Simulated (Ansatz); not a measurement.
# Al2O3: the cost of one run

Program: Ansatz 0.2.0. Level of theory: the levels named in each step. These are calculated values, not measurements.

**1. The structure to begin with**

Bond lengths: O1–Al2 1.844 Å, Al2–O3 1.853 Å, Al2–Al4 2.468 Å, O3–Al4 1.852 Å, Al2–O5 1.851 Å, Al4–O5 1.850 Å. Angles: O1–Al2–O3 133.9°, O1–Al2–Al4 133.1°, O1–Al2–O5 134.4°, O3–Al2–Al4 48.2°, O3–Al2–O5 83.8°, Al4–Al2–O5 48.2°, Al2–O3–Al4 83.5°, Al2–Al4–O3 48.3°, Al2–Al4–O5 48.2°, O3–Al4–O5 83.9°, Al2–O5–Al4 83.6°.

Coordinates:

```xyz
5

O     2.4804    0.0046    0.1848
Al    0.7353    0.0015   -0.4123
O    -0.6421    1.2403   -0.3646
Al   -1.4441   -0.0064    0.7457
O    -0.6429   -1.2346   -0.3824
```

**2. A rough first relaxation, PBE-D4/def2-SVPD**

This run stands in another session on the same molecule. It ended at:

```xyz
5

O     2.4414    0.0054   -0.2634
Al    0.7839    0.0024   -0.1093
O    -0.5218    1.3049    0.0311
Al   -1.6966   -0.0023    0.1204
O    -0.5204   -1.3050   -0.0076
```

**3. Relaxation, PBE0-D4/def2-TZVPPD**

input.yaml reads:

```yaml
crystal:
  periodic: [false, false, false]
  atoms:
    - { symbol: O, position_ang: [2.4414054, 0.00544354, -0.26341096] }
    - { symbol: Al, position_ang: [0.78391202, 0.00238352, -0.10931408] }
    - { symbol: O, position_ang: [-0.52182423, 1.30485812, 0.03113412] }
    - { symbol: Al, position_ang: [-1.69655855, -0.0023196, 0.12035296] }
    - { symbol: O, position_ang: [-0.52037465, -1.30496558, -0.00760204] }
magnetization:
  spin_polarized: true
  initial_magnetization: 1
total_charge: -1
basis:
  gaussian: { orbitals: def2-TZVPPD.json }
hamiltonian:
  xc: pbe0
  dispersion: d4
relax:
  f_tol: 0.002
  max_steps: 150
```

Command:

```sh
$ ansatz run input.yaml --threads 4 --pin off --max-ram 10240MiB --backend cpu --events-out ev --progress --plain --runs-dir out
```

Q: Estimate wall time and peak memory on 4 threads of Arm Neoverse V2, shared host.

About 36 s, with a peak of 0.71 GiB.
